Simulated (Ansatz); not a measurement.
**C₃H₁₀Si₂: one species, many methods**

How much do the methods differ for C₃H₁₀Si₂? The plan is to run it at one geometry with functionals of several rungs and with coupled cluster, and see how far each lands from CCSD(T) at the basis-set limit for the atomisation energy.

Program: Ansatz 0.2.0, Gaussian basis. Level of theory: functionals in def2-TZVPP, the program's frozen cores in correlated methods. These are calculated values, not measurements.

The runs, in order: PBE-D4, r2SCAN-D4, PBE0-D4, B3LYP-D4, ωB97X-V, ωB97M-V, B2PLYP; CCSD(T)/def2-TZVPP; MP2/def2-QZVPP; extrapolation to the limit.

### 1 Structure used throughout

An earlier PBE0-D4 in a triple-zeta def2 set relaxation fixed the geometry.

SMILES `[SiH3]C[SiH]1CC1`, 15 atoms, charge 0, spin multiplicity 1.

Atoms are counted from 1 here; the program's logs count them from 0.

Bond lengths: Si1–C2 1.874 Å, Si1–H6 1.486 Å, Si1–H7 1.489 Å, Si1–H8 1.488 Å, C2–Si3 1.863 Å, C2–H9 1.095 Å, C2–H10 1.095 Å, Si3–C4 1.843 Å, Si3–C5 1.843 Å, Si3–H11 1.480 Å, C4–C5 1.552 Å, C4–H12 1.086 Å, C4–H13 1.085 Å, C5–H14 1.085 Å, C5–H15 1.086 Å. Angles: C2–Si1–H6 110.0°, C2–Si1–H7 111.2°, C2–Si1–H8 110.2°, H6–Si1–H7 108.6°, H6–Si1–H8 108.5°, H7–Si1–H8 108.3°, Si1–C2–Si3 113.4°, Si1–C2–H9 108.9°, Si1–C2–H10 109.4°, Si3–C2–H9 108.4°, Si3–C2–H10 109.3°, H9–C2–H10 107.2°, C2–Si3–C4 121.5°, C2–Si3–C5 120.2°, C2–Si3–H11 114.1°, C4–Si3–C5 49.8°, C4–Si3–H11 118.3°, C5–Si3–H11 118.1° and more.

### 2 PBE-D4 (GGA)

The input, in.yaml:

```yaml
crystal:
  periodic: [false, false, false]
  atoms:
    - {symbol: Si, position_ang: [-0.300926, 2.100783, 1.212802]}
    - {symbol: C, position_ang: [0.296595, 0.325019, 1.249707]}
    - {symbol: Si, position_ang: [0.710764, -0.351834, -0.435840]}
    - {symbol: C, position_ang: [0.253801, -2.069575, -0.924195]}
    - {symbol: C, position_ang: [-0.628783, -0.955630, -1.548238]}
    - {symbol: H, position_ang: [-1.598981, 2.184794, 0.493447]}
    - {symbol: H, position_ang: [-0.484882, 2.634701, 2.590075]}
    - {symbol: H, position_ang: [0.687713, 2.960127, 0.507015]}
    - {symbol: H, position_ang: [-0.484090, -0.302543, 1.691705]}
    - {symbol: H, position_ang: [1.177153, 0.250535, 1.896184]}
    - {symbol: H, position_ang: [1.908034, 0.259643, -1.055259]}
    - {symbol: H, position_ang: [-0.237638, -2.717734, -0.204825]}
    - {symbol: H, position_ang: [0.884833, -2.621271, -1.613680]}
    - {symbol: H, position_ang: [-0.546152, -0.825547, -2.622310]}
    - {symbol: H, position_ang: [-1.659340, -0.922167, -1.207288]}
basis:
  gaussian: {orbitals: def2-TZVPP}
hamiltonian: {xc: pbe, dispersion: d4}
output: {forces: true, orbitals: {seedname: orbitals}}
```

Started as:

```
> ansatz run in.yaml --threads 4 --pin off --events-out ev --progress --plain --max-ram 10444MiB
```

After this run come: r2SCAN-D4 (meta-GGA); PBE0-D4 (hybrid); B3LYP-D4 (hybrid); ωB97X-V (range-separated); ωB97M-V (range-separated); B2PLYP (double hybrid); CCSD(T) in def2-TZVPP; MP2 in def2-QZVPP.

**Question.** What will the summary of the whole plan be? Wanted: atomisation energy, CCSD(T)/CBS; farthest; mean size of error, hybrid; mean size of error, range-separated; gap, smallest and largest; T1 diagnostic; triples share of the correlation energy.

The runs gave:

| quantity | value |
| --- | --- |
| atomisation energy, CCSD(T)/CBS | 5361.5 kJ/mol |
| functionals within 26.8 kJ/mol (0.5 %) | r2SCAN-D4, PBE0-D4, B3LYP-D4, ωB97M-V |
| farthest | B2PLYP (-64.6 kJ/mol) |
| mean size of error, hybrid | 5.7 kJ/mol |
| mean size of error, range-separated | 23.1 kJ/mol |
| gap, smallest and largest | 5.23 eV (PBE-D4), 11.36 eV (ωB97X-V) |
| T1 diagnostic | 0.0108 |
| triples share of the correlation energy | 3.9 % |

**Reading.** PBE-D4 misses by +42.8 kJ/mol. Double hybrids carry the basis error of their MP2 part in triple zeta, and no dispersion term here, so their miss is partly the set-up's. The reference freezes the cores and leaves out relativity and excitations past (T), so misses under about 26.8 kJ/mol can't be ranked. Hartree-Fock recovers 76 % of the binding; the rest is correlation. Orbital gaps span 5.2 to 11.4 eV; exact exchange widens them.
